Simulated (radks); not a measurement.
# Taking charge from the 3s level of Ir⁺ in fractions

What happens to E and to the 3s eigenvalue of Ir⁺ when a fraction of an electron is removed? The exact functional would give straight lines between whole numbers for a frontier level.

Method: scalar-relativistic Kohn-Sham, LDA (Slater exchange, Perdew-Wang correlation), spin-polarised, spherical densities, point nucleus; open shells are filled with parallel spins first. Code: radks (a radial shooting solver on a logarithmic mesh, Libxc functionals) version 1.

## (1) The atom as given

```
element       : iridium (Z = 77)
charge        : +1
electrons     : 76
configuration : [Ne] 3s(up 1, down 1) 3p6 3d10 4s2 4p6 4d10 4f14 5s2 5p6 5d7 6s1
```

A shell typed twice in an input gives spin up, then spin down.

## (2) Start: [Ne] 3s(up 1, down 1) 3p6 3d10 4s2 4p6 4d10 4f14 5s2 5p6 5d7 6s1

The run's settings:

```text
Z 77
configuration [Ne] 3s1 3s1 3p6 3d10 4s2 4p6 4d10 4f14 5s2 5p6 5d7 6s1
relativity scalar-relativistic
functional lda,pw
spin polarised
nucleus point
c 137.035999084
```

## (3) 0.25 electron removed from 3s

The run's settings:

```text
Z 77
configuration [Ne] 3s1 3s0.75 3p6 3d10 4s2 4p6 4d10 4f14 5s2 5p6 5d7 6s1
relativity scalar-relativistic
functional lda,pw
spin polarised
nucleus point
c 137.035999084
```

## (4) 0.5 electron removed from 3s

The run's settings:

```text
Z 77
configuration [Ne] 3s1 3s0.5 3p6 3d10 4s2 4p6 4d10 4f14 5s2 5p6 5d7 6s1
relativity scalar-relativistic
functional lda,pw
spin polarised
nucleus point
c 137.035999084
```

## (5) 0.75 electron removed from 3s

The run's settings:

```text
Z 77
configuration [Ne] 3s1 3s0.25 3p6 3d10 4s2 4p6 4d10 4f14 5s2 5p6 5d7 6s1
relativity scalar-relativistic
functional lda,pw
spin polarised
nucleus point
c 137.035999084
```

## (6) 1 electron removed from 3s

The run's settings:

```text
Z 77
configuration [Ne] 3s1 3s0 3p6 3d10 4s2 4p6 4d10 4f14 5s2 5p6 5d7 6s1
relativity scalar-relativistic
functional lda,pw
spin polarised
nucleus point
c 137.035999084
```

What does the calculation give? Wanted: for each run, removed; E − E(0); eigenvalue; E minus straight line.

**Answer**, as computed:

```csv
removed (e),E − E(0) (eV),eigenvalue (eV),E minus straight line (eV)
0,0.000,-3120.7,0.000
0.25,780.95,-3135.3,-5.536
0.5,1565.6,-3150.0,-7.411
0.75,2353.9,-3164.9,-5.580
1,3146.0,-3179.9,0.000
```

Removing the whole electron costs 3146.0 eV, against 3120.7 eV from minus the starting eigenvalue. Slater's transition state, half an electron removed, gives 3150.0 eV. The trapezoid integral of minus the eigenvalue gives 3150.1 eV over the range, against 3146.0 eV from the energies (Janak's theorem; approximate here, since the scalar-relativistic density holds large components alone). The eigenvalue moves by 59.2 eV per electron. E bends below the straight line by 7.41 eV at 0.5 electron removed.
